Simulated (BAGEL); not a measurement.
# C2H6FIn (SMILES C[CH](F)[InH2]): a chain of runs

We compute a single-point energy (HF/x2c-SVPall), then a single-point energy (NEVPT2(2,2)/x2c-SVPall) of C2H6FIn. 

The calculation is run with BAGEL 1.2.2.

**1. The structure to begin with**

C2H6FIn has 10 atoms, charge 0, and is taken as a singlet. As SMILES, `C[CH](F)[InH2]`. The In4–H10 distance was set to 2.762 Å, away from the relaxed value. At this shape a bond of the SMILES string is far longer than usual.

Bond lengths: C1–C2 1.503 Å, C2–F3 1.414 Å, C2–In4 2.197 Å, C1–H5 1.095 Å, C1–H6 1.092 Å, C1–H7 1.094 Å, C2–H8 1.094 Å, In4–H9 1.729 Å. Some angles: C1–C2–F3 108.7°, C1–C2–In4 116.7°, F3–C2–In4 102.3°, C1–C2–H8 110.5°, F3–C2–H8 105.8°, In4–C2–H8 111.9°, C2–C1–H5 111.0°, C2–C1–H6 111.9°, C2–C1–H7 109.8°, C2–In4–H9 117.1°.

**2. A single-point energy at HF/x2c-SVPall (DKH2, density fitting with AutoAux) (run 1)**

job.json

```json
{ "bagel" : [

{
  "title" : "molecule",
  "basis" : "x2c-svpall.json",
  "df_basis" : "x2c-svpall-autoaux.json",
  "angstrom" : "true",
  "dkh" : "true",
  "geometry" : [
    { "atom" : "C", "xyz" : [      -0.667789,       2.145214,      -0.564880 ] },
    { "atom" : "C", "xyz" : [       0.106811,       1.071614,       0.147520 ] },
    { "atom" : "F", "xyz" : [       0.343211,       1.488714,       1.478120 ] },
    { "atom" : "In", "xyz" : [      -0.912189,      -0.853886,       0.434120 ] },
    { "atom" : "H", "xyz" : [      -0.135689,       3.102114,      -0.531180 ] },
    { "atom" : "H", "xyz" : [      -1.658889,       2.289214,      -0.128780 ] },
    { "atom" : "H", "xyz" : [      -0.798889,       1.870914,      -1.616280 ] },
    { "atom" : "H", "xyz" : [       1.094211,       0.946714,      -0.305480 ] },
    { "atom" : "H", "xyz" : [      -2.606889,      -0.804586,       0.773020 ] },
    { "atom" : "H", "xyz" : [       0.493100,      -3.231500,       0.406600 ] }
  ]
},

{ "title" : "hf" },

{ "title" : "print", "file" : "orbitals.molden", "orbitals" : "true" }

]}
```

The basis set x2c-SVPall is read from a file made from the Basis Set Exchange's data (not shown).

Launch:

```console
$ BAGEL_NUM_THREADS=1 BAGEL job.json > job.out
```

Log:

```text
* using 1 threads per process

  ===============================================================
  ===============================================================

  *** Geometry ***

  { "atom" : "C", "xyz" : [     -1.261938,      4.053867,     -1.067468 ] },
  { "atom" : "C", "xyz" : [      0.201844,      2.025057,      0.278772 ] },
  { "atom" : "F", "xyz" : [      0.648575,      2.813262,      2.793242 ] },
  { "atom" : "In", "xyz" : [     -1.723787,     -1.613611,      0.820368 ] },
  { "atom" : "H", "xyz" : [     -0.256415,      5.862146,     -1.003785 ] },
  { "atom" : "H", "xyz" : [     -3.134846,      4.325988,     -0.243359 ] },
  { "atom" : "H", "xyz" : [     -1.509681,      3.535515,     -3.054327 ] },
  { "atom" : "H", "xyz" : [      2.067759,      1.789030,     -0.577274 ] },
  { "atom" : "H", "xyz" : [     -4.926306,     -1.520447,      1.460796 ] },
  { "atom" : "H", "xyz" : [      0.931824,     -6.106650,      0.768363 ] },

  Number of auxiliary basis functions:      828

  Since a DF basis is specified, we compute 2- and 3-index integrals:
    o Being stored without compression. Storage requirement is 0.077 GB

  Number of basis functions:      108
  Number of electrons      :       76

    * METHOD: MOLECULE                             0.77

  *** RHF ***

  === Nuclear Repulsion ===
   334.7201413490

      * DIIS with orbital gradients will be used.

  === RHF iteration (x2c-svpall.json) ===
      0      -6054.50737053          0.01178281           0.26
      1      -6054.62887485          0.00632743           0.26
      2      -6054.66264140          0.00125168           0.26
      3      -6054.66465865          0.00043030           0.26
      4      -6054.66484430          0.00009668           0.26
      5      -6054.66486059          0.00002884           0.26
      6      -6054.66486258          0.00001320           0.26
      7      -6054.66486289          0.00000288           0.26
      8      -6054.66486291          0.00000082           0.26
      9      -6054.66486291          0.00000035           0.26
     10      -6054.66486291          0.00000012           0.26
     11      -6054.66486291          0.00000004           0.27
     12      -6054.66486291          0.00000002           0.26
     13      -6054.66486291          0.00000001           0.26
    * SCF iteration converged.

    * Permanent dipole moment:
           (    0.618623,    -0.930457,     0.818943) a.u.

    * METHOD: HF                                   4.38

    * METHOD: PRINT                                0.03

  ===============================================================
```

It took 5.4 s on 1 thread of Arm Neoverse V1, shared host; peak memory 0.29 GiB.

**3. A single-point energy at NEVPT2(2,2)/x2c-SVPall (DKH2, density fitting with AutoAux) (run 2)**

job.json

```json
{ "bagel": [

{
  "title": "molecule",
  "basis": "x2c-svpall.json",
  "df_basis": "x2c-svpall-autoaux.json",
  "angstrom": true,
  "dkh": true,
  "geometry": [
    { "atom": "C", "xyz": [      -0.667789,       2.145214,      -0.564880 ] },
    { "atom": "C", "xyz": [       0.106811,       1.071614,       0.147520 ] },
    { "atom": "F", "xyz": [       0.343211,       1.488714,       1.478120 ] },
    { "atom": "In", "xyz": [      -0.912189,      -0.853886,       0.434120 ] },
    { "atom": "H", "xyz": [      -0.135689,       3.102114,      -0.531180 ] },
    { "atom": "H", "xyz": [      -1.658889,       2.289214,      -0.128780 ] },
    { "atom": "H", "xyz": [      -0.798889,       1.870914,      -1.616280 ] },
    { "atom": "H", "xyz": [       1.094211,       0.946714,      -0.305480 ] },
    { "atom": "H", "xyz": [      -2.606889,      -0.804586,       0.773020 ] },
    { "atom": "H", "xyz": [       0.493100,      -3.231500,       0.406600 ] }
  ]
},

{
  "title": "hf"
},

{
  "title": "nevpt2",
  "nstate": 1,
  "nact": 2,
  "nclosed": 37,
  "active": [38, 40],
  "maxiter": 200,
  "natocc": true,
  "ncore": 21
},

{
  "title": "print",
  "file": "orbitals.molden",
  "orbitals": true
}

]}
```

The basis set x2c-SVPall is read from a file made from the Basis Set Exchange's data (not shown).

Launch:

```console
$ BAGEL_NUM_THREADS=1 BAGEL job.json > job.out
```

Log:

```text
* using 1 threads per process

  ===============================================================
  ===============================================================

  *** Geometry ***

  { "atom" : "C", "xyz" : [     -1.261938,      4.053867,     -1.067468 ] },
  { "atom" : "C", "xyz" : [      0.201844,      2.025057,      0.278772 ] },
  { "atom" : "F", "xyz" : [      0.648575,      2.813262,      2.793242 ] },
  { "atom" : "In", "xyz" : [     -1.723787,     -1.613611,      0.820368 ] },
  { "atom" : "H", "xyz" : [     -0.256415,      5.862146,     -1.003785 ] },
  { "atom" : "H", "xyz" : [     -3.134846,      4.325988,     -0.243359 ] },
  { "atom" : "H", "xyz" : [     -1.509681,      3.535515,     -3.054327 ] },
  { "atom" : "H", "xyz" : [      2.067759,      1.789030,     -0.577274 ] },
  { "atom" : "H", "xyz" : [     -4.926306,     -1.520447,      1.460796 ] },
  { "atom" : "H", "xyz" : [      0.931824,     -6.106650,      0.768363 ] },

  Number of auxiliary basis functions:      828

  Since a DF basis is specified, we compute 2- and 3-index integrals:
    o Being stored without compression. Storage requirement is 0.077 GB

  Number of basis functions:      108
  Number of electrons      :       76

    * METHOD: MOLECULE                             0.77

  *** RHF ***

  === Nuclear Repulsion ===
   334.7201413490

      * DIIS with orbital gradients will be used.

  === RHF iteration (x2c-svpall.json) ===
      0      -6054.50737053          0.01178281           0.27
      1      -6054.62887485          0.00632743           0.27
      2      -6054.66264140          0.00125168           0.26
      3      -6054.66465865          0.00043030           0.26
      4      -6054.66484430          0.00009668           0.26
      5      -6054.66486059          0.00002884           0.27
      6      -6054.66486258          0.00001320           0.26
      7      -6054.66486289          0.00000288           0.26
      8      -6054.66486291          0.00000082           0.26
      9      -6054.66486291          0.00000035           0.26
     10      -6054.66486291          0.00000012           0.26
     11      -6054.66486291          0.00000004           0.27
     12      -6054.66486291          0.00000002           0.26
     13      -6054.66486291          0.00000001           0.26
    * SCF iteration converged.

    * Permanent dipole moment:
           (    0.618623,    -0.930457,     0.818943) a.u.

    * METHOD: HF                                   4.38

    * freezing 21 orbitals
  ---------------------------
      CASSCF calculation
  ---------------------------

    ==== Active orbitals : =====
         Orbital 38
         Orbital 40
    ============================

    * nstate   :      1
    * nclosed  :     37
    * nact     :      2
    * nvirt    :     69
  === CASSCF iteration (x2c-svpall.json) ===

    * Using the second-order algorithm

      0  0     -6054.68147396     1.83e-03      0.07

      1  0     -6054.70005680     8.89e-04      1.30

      2  0     -6054.70289321     3.53e-04      1.37

      3  0     -6054.70309562     1.40e-04      1.38

      4  0     -6054.70311667     4.83e-05      1.38

      5  0     -6054.70311899     1.61e-05      1.38

      6  0     -6054.70311924     5.30e-06      1.37

      7  0     -6054.70311927     1.75e-06      1.37

      8  0     -6054.70311928     5.75e-07      1.40

      9  0     -6054.70311928     1.89e-07      1.38

     10  0     -6054.70311928     6.24e-08      1.31

     11  0     -6054.70311928     2.05e-08      1.23

     12  0     -6054.70311928     6.77e-09      1.09

    * Second-order optimization converged. *

     guess   0:   closed 1.                   open ..

  === FCI iteration ===

      0  0     -6054.66136397     6.57e-02      0.00
      1  0     -6054.70251352     7.19e-03      0.00
      2  0 *   -6054.70311928     2.50e-16      0.00

     * ci vector, state   0, <S^2> = 0.0000
       2.     0.9528631162
       .2    -0.3034005302

  === DF-NEVPT2 calculation ===

    * 3-index integral transformation done
    * assembly done

      NEVPT2 correlation energy:   -0.5632243963      0.38

          (+0)     -0.5142355825
          (+0)'    -0.0212771727
          (+1)     -0.0086129797
          (+1)'    -0.0034295768
          (+2)     -0.0002788437
          (-1)     -0.0116064059
          (-1)'    -0.0009119929
          (-2)     -0.0028718421

      NEVPT2 total energy:       -6055.2663436719

    * METHOD: NEVPT2                              17.69

    * METHOD: PRINT                                0.03

  ===============================================================
```

Run time: 23 s. Hardware: 1 thread of Arm Neoverse V1, shared host; peak memory 0.3 GiB.

**4. What came out**

| quantity | value |
| --- | --- |
| run 1, HF/x2c-SVPall: total energy | -6054.66486 Eh |
| run 1, HF/x2c-SVPall: dipole moment | 3.52 D |
| run 1, HF/x2c-SVPall: HOMO energy | -8.63 eV |
| run 1, HF/x2c-SVPall: LUMO energy | 0.54 eV |
| run 1, HF/x2c-SVPall: HOMO–LUMO gap | 9.18 eV |
| run 2, NEVPT2(2,2)/x2c-SVPall: total energy | -6055.26634 Eh |
